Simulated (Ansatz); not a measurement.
**HgTe: a single-point run**

Aim: a sound single-point run of HgTe. The structure is shown as the input types it. The cell is built on a prototype (CsCl type) and needn't be the phase found in nature.

Program: Ansatz 0.2.0. Level of theory: density functional or hybrid calculation with the settings of its input, plane waves (as first typed). These are calculated values, not measurements.

1 further run of the same task is left out (it didn't finish).

## (1) The structure to begin with

It takes space group Pm-3m (No. 221, cubic). The conventional cell has a = 3.790 Å, b = 3.790 Å, c = 3.790 Å, α = 90.00°, β = 90.00°, γ = 90.00°. Hg (site symmetry m-3m) is surrounded by 8 Te at 3.28 Å. Te (site symmetry m-3m) has 8 Hg at 3.28 Å as nearest neighbours.

The input asks for a charge of +0.1 e on the cell.

Coordinates:

```xyz
2
Lattice="3.7903 0.0000 0.0000 0.0000 3.7903 0.0000 0.0000 0.0000 3.7903" Properties=species:S:1:pos:R:3 pbc="T T T"
Hg    0.0000    0.0000    0.0000
Te    1.8952    1.8952    1.8952
```

## (2) The calculation

File input.yaml:

```yaml
crystal:
  lattice:
    - [3.7903382814, 0.0, 0.0]
    - [0.0, 3.7903382814, 0.0]
    - [0.0, 0.0, 3.7903382814]
  atoms:
    - { symbol: Hg, position: [0.0, 0.0, 0.0] }
    - { symbol: Te, position: [0.5, 0.5, 0.5] }
kpoints:
  mp_grid: { grid: [4, 4, 4] }
hamiltonian:
  xc: r2scan
scf:
  occupations: { method: fermi_dirac, width: 0.02 }
  n_extra_bands: 4
  max_iter: 70
output:
  forces: true
  stress: true
  eigenvalues: true
total_charge: 0.1
```

Started as:

```bash
ansatz run input.yaml --threads 4 --pin off --max-ram 3686MiB --backend cpu --events-out ev --progress --plain --runs-dir out
```

**Question.** How will this run end, and is anything wrong with its input?

The run converged and reported no error. Convergence says nothing about whether the input makes sense.

Look at the input: total_charge is 0.1. With this charge the calculation describes a differently charged system.

The test: delete total_charge (the default then holds).
